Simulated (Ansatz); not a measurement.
**Cl2H6InNSi2: small, medium and large basis sets**

Aim: see how fast density functionals converge with the basis set for Cl2H6InNSi2.

Method: one geometry, several basis sets; program: Ansatz 0.2.0, Gaussian basis.

Plan: PBE0-D4/def2-SVP; ωB97M-V/def2-SVP; PBE0-D4/def2-QZVPP; ωB97M-V/def2-QZVPP; the functionals' def2-TZVPP values are taken from earlier runs.

1 further run of the same task is left out (it didn't finish).

### 1 The relaxed structure

An earlier PBE0-D4 in a triple-zeta def2 set relaxation fixed the geometry. In takes the def2 core potential; no spin-orbit term is included.

SMILES `[SiH3][N]([SiH3])[In]([Cl])[Cl]`, 12 atoms, charge 0, spin multiplicity 1.

Atoms are counted from 1 here; the program's logs count them from 0.

Bond lengths: Si1–N2 1.738 Å, Si1–H7 1.485 Å, Si1–H8 1.487 Å, Si1–H9 1.488 Å, N2–Si3 1.738 Å, N2–In4 2.014 Å, Si3–H10 1.488 Å, Si3–H11 1.487 Å, Si3–H12 1.485 Å, In4–Cl5 2.301 Å, In4–Cl6 2.302 Å. Angles: N2–Si1–H7 109.1°, N2–Si1–H8 111.8°, N2–Si1–H9 109.1°, H7–Si1–H8 108.9°, H7–Si1–H9 109.7°, H8–Si1–H9 108.2°, Si1–N2–Si3 119.4°, Si1–N2–In4 120.4°, Si3–N2–In4 120.3°, N2–Si3–H10 108.7°, N2–Si3–H11 111.9°, N2–Si3–H12 109.4°, H10–Si3–H11 108.3°, H10–Si3–H12 109.8°, H11–Si3–H12 108.7°, N2–In4–Cl5 121.3°, N2–In4–Cl6 120.5°, Cl5–In4–Cl6 118.2°.

### 2 PBE0-D4 in def2-SVP

in.yaml reads:

```yaml
crystal:
  periodic: [false, false, false]
  atoms:
    - {symbol: Si, position_ang: [0.746167, 0.833183, -1.322566]}
    - {symbol: N, position_ang: [-0.014449, 0.003746, 0.001803]}
    - {symbol: Si, position_ang: [0.824880, -1.301473, 0.784994]}
    - {symbol: In, position_ang: [-1.848073, 0.553016, 0.629255]}
    - {symbol: Cl, position_ang: [-3.095590, 2.099417, -0.531123]}
    - {symbol: Cl, position_ang: [-2.751006, -0.361443, 2.539001]}
    - {symbol: H, position_ang: [0.114768, 2.167432, -1.488897]}
    - {symbol: H, position_ang: [0.614144, 0.076550, -2.596348]}
    - {symbol: H, position_ang: [2.195772, 0.997172, -1.027916]}
    - {symbol: H, position_ang: [1.625069, -2.033478, -0.234470]}
    - {symbol: H, position_ang: [1.750270, -0.811591, 1.841485]}
    - {symbol: H, position_ang: [-0.161954, -2.222521, 1.404771]}
basis:
  gaussian: {orbitals: def2-SVP}
hamiltonian: {xc: pbe0, dispersion: d4}
output: {orbitals: {seedname: orbitals}}
```

Started as:

```sh
$ ansatz run in.yaml --threads 2 --pin off --events-out ev --progress --plain --max-ram 22528MiB --backend cpu
```

After this run come: ωB97M-V in def2-SVP; PBE0-D4 in def2-QZVPP; ωB97M-V in def2-QZVPP.

**Question.** What will the summary of the whole plan be? Wanted: PBE0-D4: double and triple zeta above quadruple; ωB97M-V: double and triple zeta above quadruple.

The runs gave:

| quantity | value |
| --- | --- |
| PBE0-D4: double and triple zeta above quadruple | 17.81, 1.43 eV |
| ωB97M-V: double and triple zeta above quadruple | 17.73, 1.34 eV |

In words: For PBE0-D4 the step from double to triple zeta gains 16.39 eV and the next only 1.43 eV. These are total energies; as a rule much of such shifts cancels in differences, which this series doesn't test.
